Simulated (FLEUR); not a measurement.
MoPt: equation of state with PBEsol

Crystal: MoPt.

```
Pt Mo
1.0
     2.82147    0.00000    0.00000
    -1.41074    2.44347    0.00000
     0.00000    0.00000    4.52709
Pt Mo
1 1
Direct
  0.33333 0.66667 0.50000
  0.66667 0.33333 0.00000
```

The cell comes from a database or a generator and needn't be the stable form of this composition.

```json
{"Program": "FLEUR MaX-R8.1 (later development tree)", "Task": "equation of state", "Functional": "PBEsol", "Potentials or basis": "all-electron", "Basis": "FLAPW", "Kmax": "4.36 1/bohr", "k mesh": "11 × 11 × 6", "Occupations": "fermi-dirac, width 0.05 eV", "Spin": "no spin polarisation"}
```

```
Equilibrium volume                        : 14.99 Å³/atom
Bulk modulus at fixed shape and positions : 296 GPa
Pressure derivative of the bulk modulus   : 4.9
```

Energy against volume, from the lowest point:
```csv
volume (Å³/atom),energy (meV/atom)
14.669,6.50
14.981,0.00
15.293,5.51
15.605,21.75
15.917,47.37
16.230,81.35
16.542,122.69
```

Caveat: the cell was scaled at fixed shape and fractional positions, which overstates the stiffness of a crystal with free parameters, most of all of layers and chains. The run has no spin-orbit coupling, so splittings on Pt are missing.
